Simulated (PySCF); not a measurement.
# B2H8Hg (Hg(BH4)2): the cost of one run

Program: PySCF 2.14.0. Level of theory: several levels, as the steps say, no spin–orbit coupling. These are calculated values, not measurements.

1 further run of the same task is left out (for a known fault of the program).

### Step 1. Where the work starts

11 atoms, charge 0, spin multiplicity 1.

Bond lengths: Hg1–B2 2.335 Å, Hg1–H6 1.834 Å, Hg1–B7 2.335 Å, Hg1–H11 1.834 Å, B2–H3 1.231 Å, B2–H4 1.225 Å, B2–H5 1.225 Å, B2–H6 1.348 Å, B7–H8 1.231 Å, B7–H9 1.225 Å, B7–H10 1.225 Å, B7–H11 1.348 Å. Angles: B2–Hg1–H6 35.2°, B2–Hg1–B7 180.0°, B2–Hg1–H11 144.8°, H6–Hg1–B7 144.8°, H6–Hg1–H11 180.0°, B7–Hg1–H11 35.2°, Hg1–B2–H3 130.8°, Hg1–B2–H4 89.6°, Hg1–B2–H5 90.2°, Hg1–B2–H6 51.7°, H3–B2–H4 112.3°, H3–B2–H5 112.7°, H3–B2–H6 79.1°, H4–B2–H5 119.4°, H4–B2–H6 113.3°, H5–B2–H6 113.1°, Hg1–H6–B2 93.1°, Hg1–B7–H8 130.8° and more.

Geometry (Å):

```xyz
11
B2H8Hg
Hg    0.00000    0.00000    0.00000
B     0.00821    0.26169    2.32032
H     0.11087   -0.56924    3.22336
H     1.00219    0.97255    2.22817
H    -1.10425    0.77259    2.27114
H     0.09940   -0.87847    1.60733
B    -0.00821   -0.26169   -2.32032
H    -0.11087    0.56924   -3.22336
H     1.10425   -0.77259   -2.27114
H    -1.00219   -0.97255   -2.22817
H    -0.09940    0.87847   -1.60733
```

Formal oxidation states: Hg +2. An earlier session relaxed this geometry at BP86, Hg def2-SVP with ECP60, B def2-SVP, H def2-SVP (singlet, point group C2h).

At BP86 on the finer grid: E = -208.000343 Eh, HOMO -7.82 eV, LUMO -2.58 eV, Mulliken charge on Hg1 +0.35 e, largest force component 0.010 eV/Å. 

Levels to run: M06-L; HF; revPBE; CAM-B3LYP; BP86, TZVP; BP86, x2c-SVP. Hardware: 2 threads of Intel Xeon Platinum 8259CL at 2.50GHz (Skylake/Cascade Lake), shared host.

### Step 2. M06-L

The input, run.py (the lines that set the calculation):

```python
mol = gto.M(atom='''
Hg     0.00000     0.00000     0.00000
B      0.00821     0.26169     2.32032
H      0.11087    -0.56924     3.22336
H      1.00219     0.97255     2.22817
H     -1.10425     0.77259     2.27114
H      0.09940    -0.87847     1.60733
B     -0.00821    -0.26169    -2.32032
H     -0.11087     0.56924    -3.22336
H      1.10425    -0.77259    -2.27114
H     -1.00219    -0.97255    -2.22817
H     -0.09940     0.87847    -1.60733''',
    basis={'Hg': 'def2-SVP', 'B': 'def2-SVP', 'H': 'def2-SVP'},
    ecp={'Hg': 'def2-SVP'},
    charge=0, spin=0)
mf = dft.RKS(mol, xc='M06L')
mf.grids.atom_grid = (75, 302)
mf = mf.density_fit()  # fitting sets: Hg def2-universal-JKFIT, B def2-universal-JKFIT, H def2-universal-JKFIT
mf.conv_tol = 1e-08; mf.max_cycle = 55
mf.kernel(dm0)  # dm0: the density of the relaxed state
```

Launch:

```sh
OMP_NUM_THREADS=2 python run.py
```

**Question.** How long does this run take on 2 threads of Intel Xeon Platinum 8259CL at 2.50GHz (Skylake/Cascade Lake), shared host?

About 16 s.
